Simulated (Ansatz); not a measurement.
# CH7ClOSi2: one species, many methods

Aim: compute CH7ClOSi2 with functionals from several rungs and with coupled cluster, and see how far each lands from CCSD(T) at the basis-set limit for the atomisation energy.

Program: Ansatz 0.2.0, Gaussian basis. Level of theory: functionals in def2-TZVPP, the program's frozen cores in correlated methods. These are calculated values, not measurements.

Levels to be run: LDA (SPW92), PBE-D4, revPBE-D4, BLYP-D4, r2SCAN-D4, B97M-V, PBE0-D4, B3LYP-D4, r2SCANh-D4, r2SCAN0-D4, HSE06-D4, BHLYP-D4, CAM-B3LYP-D4, LC-ωPBE, ωB97X-V, ωB97M-V, B2PLYP, PBE-QIDH; CCSD(T)/def2-SVP; CCSD(T)/def2-TZVPP; MP2/def2-QZVPP; extrapolation to the limit; RPA on PBE.

## Step 1: The geometry

The geometry comes from an earlier relaxation with PBE0-D4 in a triple-zeta def2 set; it is a stationary point, not always the lowest conformer.

SMILES `C[SiH2]O[SiH2]Cl`, 12 atoms, charge 0, spin multiplicity 1.

Atoms are counted from 1 here; the program's logs count them from 0.

Bond lengths: C1–Si2 1.856 Å, C1–H6 1.092 Å, C1–H7 1.094 Å, C1–H8 1.092 Å, Si2–O3 1.650 Å, Si2–H9 1.488 Å, Si2–H10 1.484 Å, O3–Si4 1.616 Å, Si4–Cl5 2.058 Å, Si4–H11 1.476 Å, Si4–H12 1.479 Å. Angles: Si2–C1–H6 110.8°, Si2–C1–H7 110.2°, Si2–C1–H8 110.9°, H6–C1–H7 108.3°, H6–C1–H8 108.3°, H7–C1–H8 108.2°, C1–Si2–O3 110.5°, C1–Si2–H9 110.7°, C1–Si2–H10 111.3°, O3–Si2–H9 108.7°, O3–Si2–H10 106.5°, H9–Si2–H10 109.1°, Si2–O3–Si4 144.9°, O3–Si4–Cl5 110.3°, O3–Si4–H11 109.0°, O3–Si4–H12 110.9°, Cl5–Si4–H11 107.6°, Cl5–Si4–H12 106.7° and more.

## Step 2: LDA

This LDA is Slater exchange with PW92 correlation.

The input, in.yaml:

```yaml
crystal:
  periodic: [false, false, false]
  atoms:
    - {symbol: C, position_ang: [-0.342591, 1.864472, 0.294540]}
    - {symbol: Si, position_ang: [0.544177, 0.390082, 0.990552]}
    - {symbol: O, position_ang: [0.771045, -0.752965, -0.177771]}
    - {symbol: Si, position_ang: [0.067303, -1.933152, -1.027952]}
    - {symbol: Cl, position_ang: [-1.781457, -1.325514, -1.696616]}
    - {symbol: H, position_ang: [-1.330478, 1.583407, -0.077223]}
    - {symbol: H, position_ang: [-0.470987, 2.628040, 1.066743]}
    - {symbol: H, position_ang: [0.221783, 2.305875, -0.530163]}
    - {symbol: H, position_ang: [-0.235528, -0.214161, 2.104994]}
    - {symbol: H, position_ang: [1.893592, 0.758793, 1.487412]}
    - {symbol: H, position_ang: [0.895808, -2.230617, -2.213340]}
    - {symbol: H, position_ang: [-0.155866, -3.129562, -0.187177]}
basis:
  gaussian: {orbitals: def2-TZVPP}
hamiltonian: {xc: lda}
output: {orbitals: {seedname: orbitals}}
```

Run with:

```sh
> ansatz run in.yaml --threads 4 --pin off --events-out ev --progress --plain --max-ram 10444MiB
```

Further steps of the session: PBE-D4 (GGA); revPBE-D4 (GGA); BLYP-D4 (GGA); r2SCAN-D4 (meta-GGA); B97M-V (meta-GGA); PBE0-D4 (hybrid); B3LYP-D4 (hybrid); r2SCANh-D4 (hybrid); r2SCAN0-D4 (hybrid); HSE06-D4 (hybrid); BHLYP-D4 (hybrid); CAM-B3LYP-D4 (range-separated); LC-ωPBE (range-separated); ωB97X-V (range-separated); ωB97M-V (range-separated); B2PLYP (double hybrid); PBE-QIDH (double hybrid); CCSD(T) in def2-SVP; CCSD(T) in def2-TZVPP; MP2 in def2-QZVPP; RPA on PBE orbitals.

Before running them: what should the planned runs give, taken together? Wanted: atomisation energy, CCSD(T)/CBS; farthest beyond LDA; mean size of error, GGA; mean size of error, meta-GGA; mean size of error, hybrid; mean size of error, range-separated; mean size of error, double hybrid; gap, smallest and largest; T1 diagnostic.

As calculated:

```
                               quantity                                              value
        atomisation energy, CCSD(T)/CBS                                    1026.2 kcal/mol
functionals within 5.1 kcal/mol (0.5 %)  r2SCAN-D4, B97M-V, CAM-B3LYP-D4, ωB97X-V, ωB97M-V
                    farthest beyond LDA                         revPBE-D4 (-25.5 kcal/mol)
                mean size of error, GGA                                      15.8 kcal/mol
           mean size of error, meta-GGA                                       1.7 kcal/mol
             mean size of error, hybrid                                      12.5 kcal/mol
    mean size of error, range-separated                                       4.3 kcal/mol
      mean size of error, double hybrid                                      14.5 kcal/mol
              gap, smallest and largest          6.38 eV (LDA (SPW92)), 13.80 eV (LC-ωPBE)
                          T1 diagnostic                                             0.0102
triples share of the correlation energy                                              3.5 %
```

What this shows: LDA overbinds by 112.6 kcal/mol (11 %). PBE-D4 misses by -6.0 kcal/mol. Double hybrids carry the basis error of their MP2 part in triple zeta, and no dispersion term here, so their miss is partly the set-up's. The rungs meta-GGA, range-separated miss on average by less than the doubt on the reference (5.1 kcal/mol), so they tie. The reference freezes the cores and leaves out relativity and excitations past (T), so misses under about 5.1 kcal/mol can't be ranked. Hartree-Fock recovers 76 % of the binding; the rest is correlation. CCSD(T) in def2-SVP is off by -73.6 kcal/mol, so the small basis spoils what the method gains. The gap grows from 6.4 to 13.8 eV across the functionals, mostly with the share of exact exchange.
